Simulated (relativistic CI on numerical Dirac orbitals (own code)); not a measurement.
**Ir⁵⁺ (5d4) in crystal fields: levels and magnetism**

Aim: the levels, ground state and powder susceptibility of Ir⁵⁺ in 6 parametric crystal fields.

The numbers are computed with relativistic CI on numerical Dirac orbitals (own code) version 1 (Dirac-Coulomb-Breit CI, KLI orbitals optimised for each configuration, model QED (radiative potential, 1s self-energy scaled to tabulated hydrogen-like ionisation energies), valence Slater integrals scaled by 0.9, one configuration in a parametric crystal field), except any that are marked as measured or tabulated.

## (1) The system

```
ion            : Ir⁵⁺ (Ir VI)
nuclear charge : 77
electrons      : 72
open shell     : 5d4
Slater scale   : 0.9
field 1 (cm⁻¹) : Td, 10Dq = -4450
field 2 (cm⁻¹) : Td, 10Dq = -8000
field 3 (cm⁻¹) : Td, 10Dq = -11550
field 4 (cm⁻¹) : Td, 10Dq = -15100
field 5 (cm⁻¹) : Td, 10Dq = -18650
field 6 (cm⁻¹) : Td, 10Dq = -22200
```

The outer shells:

[Xe] 4f14 5d4
```
[Xe] core
4f [↑↓][↑↓][↑↓][↑↓][↑↓][↑↓][↑↓]
5d [↑ ][↑ ][↑ ][↑ ][  ]
```

## (2) Field 1: Td, 10Dq = -4450

The run's settings:

```ini
atom Ir  Z=77  charge=5  electrons=72
nucleus A=193  rms_radius_fm=5.4032
hamiltonian dirac-coulomb  breit=on  qed=on  c_scale=1
orbitals kli  potential=per-configuration
slater_scale 0.9
correlation none
mixing on
configurations
  [Xe] 4f14 5d4
end
crystal_field Td 10Dq=-4450
```

## (3) Field 2: Td, 10Dq = -8000

The settings differ from step 2 so:

```diff
@@ -10,2 +10,2 @@
 end
-crystal_field Td 10Dq=-4450
+crystal_field Td 10Dq=-8000
```

## (4) Field 3: Td, 10Dq = -11550

The settings differ from step 3 so:

```diff
@@ -10,2 +10,2 @@
 end
-crystal_field Td 10Dq=-8000
+crystal_field Td 10Dq=-11550
```

## (5) Field 4: Td, 10Dq = -15100

The settings differ from step 4 so:

```diff
@@ -10,2 +10,2 @@
 end
-crystal_field Td 10Dq=-11550
+crystal_field Td 10Dq=-15100
```

## (6) Field 5: Td, 10Dq = -18650

The settings differ from step 5 so:

```diff
@@ -10,2 +10,2 @@
 end
-crystal_field Td 10Dq=-15100
+crystal_field Td 10Dq=-18650
```

## (7) Field 6: Td, 10Dq = -22200

The settings differ from step 6 so:

```diff
@@ -10,2 +10,2 @@
 end
-crystal_field Td 10Dq=-18650
+crystal_field Td 10Dq=-22200
```

(Steps that only read results are left out.)

Before running it: what results should come out? Wanted: ground spin.

The runs gave:

| field | ground state | degeneracy | S | J | first gap (cm⁻¹) | stabilisation (cm⁻¹) | χT at 2 K | χT at 300 K |
| --- | --- | --- | --- | --- | --- | --- | --- | --- |
| 1: Td | A1 | 1 | 1.67 | 0.50 | 4948 | -607 | 0.000 | 0.054 |
| 2: Td | A1 | 1 | 1.61 | 1.11 | 5269 | -1968 | 0.000 | 0.059 |
| 3: Td | A1 | 1 | 1.48 | 1.77 | 6030 | -4195 | 0.000 | 0.060 |
| 4: Td | A1 | 1 | 1.27 | 2.46 | 7456 | -7478 | 0.000 | 0.056 |
| 5: Td | A1 | 1 | 1.02 | 3.10 | 9681 | -11982 | 0.000 | 0.052 |
| 6: Td | A1 | 1 | 0.78 | 3.57 | 12566 | -17618 | 0.000 | 0.048 |

χT is in cm³ K/mol; stabilisation counts from the free ion's lowest level; S and J come from the expectation values of their squares.

| quantity | value |
| --- | --- |
| ground spin (effective S from ⟨S²⟩) | 1: 1.67, 2: 1.61, 3: 1.48, 4: 1.27, 5: 1.02, 6: 0.78 |
| χT at 300 K | 0.05 to 0.06 cm³ K/mol |

The ground spin ranges from 0.78 to 1.67 over these fields. Fields 1, 2, 3, 4, 5, 6 leave a non-degenerate ground state well apart, so χT falls towards zero on cooling. The field is a set of parameters, without covalency or charge transfer.
